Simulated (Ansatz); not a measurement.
# TaCl (nonet): the correlation ladder, def2-QZVPP

An exercise on one series of results from a longer session: the logs are not shown, and one member is left open.

Computed with Ansatz 0.2.0, Gaussian basis. Level: def2-QZVPP, core rule «outside noble gas», up to 9 orbitals frozen.

The runs, in order: UHF; ROHF; CCSD(T) on UHF.

**The system**

The geometry is a PBE0/def2-TZVP stationary point (not a proven minimum) of the parent state, kept for this charge and spin. No spin-orbit coupling is included. Elements past krypton take def2 core potentials.

2 atoms, charge 0, spin multiplicity 9.

Atoms are counted from 1 here; the program's logs count them from 0.

Bond lengths: Ta1–Cl2 2.875 Å.

Set-up of the first run:

File in.yaml:

```yaml
crystal:
  periodic: [false, false, false]
  atoms:
    - {symbol: Ta, position_ang: [0.000000, 0.000000, 0.000000]}
    - {symbol: Cl, position_ang: [0.000000, 0.000000, 2.875200]}
basis:
  gaussian: {orbitals: "def2-QZVPP.json"}
magnetization: {spin_polarized: true, initial_magnetization: 8}
hamiltonian: {xc: hf}
output: {orbitals: {seedname: orbitals}}
```

Command:

```console
$ ansatz run in.yaml --threads 1 --pin off --events-out ev --progress --plain --max-ram 4096MiB --backend cpu
```

Steps of the session up to this table: UHF; ROHF; CCSD(T) on UHF.

One of the session's tables, all rows but one given; the rest of the session is left out.

| method | from UCCSD(T) (meV) |
| --- | --- |
| ROHF | +7482.8 |
| UHF | ? |
| UMP2 | +1286.7 |
| UCCSD | +297.5 |
| UCCSD(T) | 0 |

Q: Estimate the row for UHF from the others.

The run gave: from UCCSD(T) (meV): +7179.3. In the column «from UCCSD(T) (meV)» it lies between UMP2 (+1286.7) and ROHF (+7482.8).

To keep in mind: Warnings: coupled cluster took another determinant than the lowest.
